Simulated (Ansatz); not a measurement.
MnPt2:

```
Pt Mn
1.0
     2.85840    0.00000    0.00000
    -1.42920    2.47545    0.00000
     0.00000    0.00000    6.53250
Pt Mn
2 1
Direct
  0.66667 0.33333 0.31621
  0.33333 0.66667 0.68379
  0.00000 0.00000 0.00000
```

The cell comes from a database or a generator and needn't be the stable form of this composition.

Base run:

```yaml
Program: Ansatz 0.2.0
Functional: PBE
Potentials_or_basis: Ansatz PAW
Cutoff: "420 eV (not typed: the program's choice for these potentials)"
k_mesh: 11 × 11 × 4
Occupations: fermi-dirac, width 0.05 eV
Spin: no spin polarisation
```

Its results: band gap on the k mesh none (metal or under the smearing width); pressure -17.1 GPa; largest force 0.354 eV/Å.

Problem. The run is repeated on the same cell with these changes: spin from no spin polarisation to collinear spin, random start. What comes out?

Solution. Band gap on the k mesh none (metal or under the smearing width); pressure -0.5 GPa; net moment 4.55 μB per cell; site moments Pt +0.32; Mn +3.74 μB; largest force 0.024 eV/Å.
